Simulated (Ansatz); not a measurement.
## LaCu2, space group P6/mmm: a run that restarts from a saved state

Computed with Ansatz 0.2.0, Python API.

The script, `lacu2.py`:
```python
import argparse

import ansatz as az
import numpy as np

vectors = np.array([
    [4.345, 0.0, 0.0],
    [-2.1725, 3.76288038, 0.0],
    [0.0, 0.0, 3.819],
])
structure = (
    az.Lattice.of(vectors)
    .atom('La', (0.0, 0.0, 0.0))
    .atom('Cu', (1 / 3, 2 / 3, 0.5))
    .atom('Cu', (2 / 3, 1 / 3, 0.5))
)

parser = argparse.ArgumentParser()
parser.add_argument('stage', choices=['scf', 'bands'])
stage = parser.parse_args().stage
setup = (
    structure.calculation()
    .functional('LDA')
    .basis(39 * az.Ry)
    .kpoints(mesh=(4, 4, 4))
    .occupations(az.OccupationsMethod.FERMI_DIRAC, width=0.2)
    .scf(extra_bands=4, algorithm='direct_min')
)
if stage == 'scf':
    rep = setup.checkpoint(write='lacu2.run').run(threads=1).report
    print(f'F = {rep["free_energy_ev"]:.5f} eV after {rep["n_iterations"]} iterations, saved')
else:
    points = {'G': (0.0, 0.0, 0.0), 'M': (0.5, 0.0, 0.0), 'K': (0.33333, 0.33333, 0.0), 'A': (0.0, 0.0, 0.5), 'L': (0.5, 0.0, 0.5), 'H': (0.33333, 0.33333, 0.5)}
    res = setup.checkpoint(read='lacu2.run', post_process_only=True).band_structure(list(points.values()), intervals=1).run(threads=1)
    bands = res.band_structure()
    for label, levels in zip(points, bands.channels[0].eigenvalues_ev - bands.fermi_energy_ev):
        print(f'{label:3s}', ' '.join(f'{e:7.3f}' for e in levels if abs(e) < 6))
```

```console
$ python lacu2.py scf
F = -19188.07159 eV after 6 iterations, saved
```

```console
$ python lacu2.py bands
G    -3.859  -3.253  -3.253  -3.217  -3.217  -3.036  -3.036  -2.819  -2.674  -2.674   0.219   0.219   0.548   1.558   1.718   1.932
M    -4.182  -3.837  -3.609  -3.516  -3.480  -3.133  -3.076  -3.024  -2.842  -2.481  -2.372  -1.692   0.603   1.098   1.609   1.852   1.886
K    -3.979  -3.878  -3.878  -3.282  -3.189  -3.189  -3.116  -3.116  -2.413  -2.026  -1.811  -1.811  -1.602   1.661   1.784   1.784   1.816
A    -4.389  -3.611  -3.611  -3.469  -3.469  -3.138  -3.138  -2.566  -2.542  -2.528  -2.528  -2.470   1.479   1.479   1.571   1.882   2.084
L    -4.720  -3.731  -3.530  -3.507  -3.322  -2.804  -2.717  -2.639  -2.555  -2.343  -2.007  -0.918  -0.662  -0.544   1.088   1.868   1.951
H    -4.003  -4.003  -3.688  -3.600  -2.964  -2.964  -2.615  -2.615  -2.607  -2.607  -2.459  -2.019   0.211   0.211   1.504   1.868   1.916
```

These settings explore the input space; cutoff and mesh may be short of convergence. The run is spin-unpolarised. The computed bands are complete only to about 1.9 eV above the Fermi level. For a metal this k-point mesh is coarse: on a finer one energies can move by several to tens of meV an atom and pressures by half a GPa or more, differences at one mesh by less. The smearing is wide enough that free energy and stress hold a thermal part of the electrons. The structure is a deposited one; some such entries were measured under pressure or heat, so a shift against it needn't be the functional's error alone. Levels are Kohn-Sham eigenvalues on this mesh, without spin-orbit coupling. The whole script took 8.6 s on 1 thread of Intel(R) Xeon(R) Platinum 8488C (Sapphire Rapids), with other jobs on the host, peak memory 0.47 GiB.

(Lines on the test bed's own set-up are left out of the output.)
